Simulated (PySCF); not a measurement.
# C7H6NS: the cost of one run

Programs: PySCF 2.14.0, with routines of our own; each step states its level. All values are computed. Atoms count from 0.

## (1) The starting structure

15 atoms, charge 0, multiplicity 2; geometry from: GFN2-xTB.

## (2) Open-shell or spin-flip excitations: unrestricted TDDFT PBE0/def2-SVPD

Job settings and geometry (Å):

```
{"job": {"kind": "uabs", "xc": "PBE0", "basis": "def2-SVPD", "nstates": 10, "tda": false}, "charge": 0, "multiplicity": 2}
N      3.040442    -0.711854    -0.148983
C      2.189289     0.153955     0.187548
C      0.730110     0.109498     0.088055
C      0.052973    -0.996990    -0.440201
C     -1.317806    -1.012177    -0.523587
C     -2.064028     0.089333    -0.076798
S     -3.775825     0.080189    -0.176538
C     -1.392267     1.201275     0.454045
C     -0.020723     1.204924     0.531998
H      2.664045    -1.569946    -0.549392
H      2.594088     1.069127     0.613964
H      0.611237    -1.854488    -0.789737
H     -1.837039    -1.865865    -0.932148
H     -1.968851     2.046649     0.797682
H      0.489941     2.064360     0.942179
```

With the program's defaults for keys left out, this is: unrestricted TDDFT PBE0/def2-SVPD, vertical, gas phase, core orbitals frozen in the response.

Run with:

```console
OMP_NUM_THREADS=1 python excited_run.py task.json out
```

One launch serves the whole session: the jobs run in the order shown.

Q: Estimate the wall time and peak memory of this first job on 1 thread of Arm Neoverse N1, shared host.

About 3.8 min, with a peak of 0.86 GiB.
